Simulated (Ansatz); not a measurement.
**CH₄FGaS: up Jacob's ladder to CCSD(T)**

The task here is to estimate one member of a computed series from the others.

The runs use Ansatz 0.2.0, Gaussian basis; functionals in def2-TZVPP, the program's frozen cores in correlated methods.

Levels to be run: LDA (SPW92), PBE-D4, revPBE-D4, BLYP-D4, r2SCAN-D4, B97M-V, PBE0-D4, B3LYP-D4, r2SCANh-D4, r2SCAN0-D4, HSE06-D4, BHLYP-D4, CAM-B3LYP-D4, LC-ωPBE, ωB97X-V, ωB97M-V, B2PLYP, PBE-QIDH; CCSD(T)/def2-SVP; CCSD(T)/def2-TZVPP; MP2/def2-QZVPP; extrapolation to the limit; RPA on PBE.

### Structure used throughout

The geometry comes from an earlier relaxation with PBE0-D4 in a triple-zeta def2 set; it is a stationary point, not always the lowest conformer.

SMILES `[F][GaH][CH2]S`, 8 atoms, charge 0, spin multiplicity 1.

Atoms are counted from 1 here; the program's logs count them from 0.

Bond lengths: F1–Ga2 1.763 Å, Ga2–C3 1.953 Å, Ga2–H5 1.554 Å, C3–S4 1.834 Å, C3–H6 1.087 Å, C3–H7 1.089 Å, S4–H8 1.344 Å. Angles: F1–Ga2–C3 113.5°, F1–Ga2–H5 116.3°, C3–Ga2–H5 129.7°, Ga2–C3–S4 94.0°, Ga2–C3–H6 122.2°, Ga2–C3–H7 111.6°, S4–C3–H6 111.4°, S4–C3–H7 105.6°, H6–C3–H7 109.9°, C3–S4–H8 97.3°.

The first run:

File in.yaml:

```yaml
crystal:
  periodic: [false, false, false]
  atoms:
    - {symbol: F, position_ang: [-0.467145, 2.124269, -1.341350]}
    - {symbol: Ga, position_ang: [0.282606, 0.564184, -1.008425]}
    - {symbol: C, position_ang: [-0.720648, -0.527790, 0.263110]}
    - {symbol: S, position_ang: [0.305867, -0.028726, 1.698834]}
    - {symbol: H, position_ang: [1.690904, 0.331605, -1.621846]}
    - {symbol: H, position_ang: [-0.781909, -1.609108, 0.175910]}
    - {symbol: H, position_ang: [-1.710377, -0.114305, 0.452898]}
    - {symbol: H, position_ang: [1.400693, -0.740129, 1.380878]}
basis:
  gaussian: {orbitals: def2-TZVPP}
hamiltonian: {xc: lda}
output: {orbitals: {seedname: orbitals}}
```

Among the steps run: LDA; PBE-D4 (GGA); revPBE-D4 (GGA); BLYP-D4 (GGA); r2SCAN-D4 (meta-GGA); B97M-V (meta-GGA); PBE0-D4 (hybrid); B3LYP-D4 (hybrid); r2SCANh-D4 (hybrid); r2SCAN0-D4 (hybrid); HSE06-D4 (hybrid); BHLYP-D4 (hybrid); CAM-B3LYP-D4 (range-separated); LC-ωPBE (range-separated); ωB97X-V (range-separated); ωB97M-V (range-separated); B2PLYP (double hybrid); PBE-QIDH (double hybrid).

One table of the session follows, with a row left open; its other results are not shown here.

It belongs to the step «Frontier levels by functional». 

```
  functional  HOMO (eV)  gap (eV)
 LDA (SPW92)      -6.12      4.24
      PBE-D4      -5.97      4.34
   revPBE-D4      -5.91      4.39
     BLYP-D4      -5.84      4.25
   r2SCAN-D4      -6.21      4.84
      B97M-V      -6.28      4.73
     PBE0-D4      -7.13      6.27
    B3LYP-D4      -6.92      5.79
  r2SCANh-D4      -6.64      5.54
  r2SCAN0-D4      -7.29      6.59
    HSE06-D4      -6.74      5.51
    BHLYP-D4      -8.18      8.03
CAM-B3LYP-D4          ?         ?
     LC-ωPBE      -9.76     10.96
     ωB97X-V      -9.42     10.47
     ωB97M-V      -9.27     10.09
```

Q: Estimate the row for CAM-B3LYP-D4 from the others.

**Answer.** HOMO (eV): -8.43; gap (eV): 8.44. In the column «HOMO (eV)» it lies between ωB97M-V (-9.27) and BHLYP-D4 (-8.18).
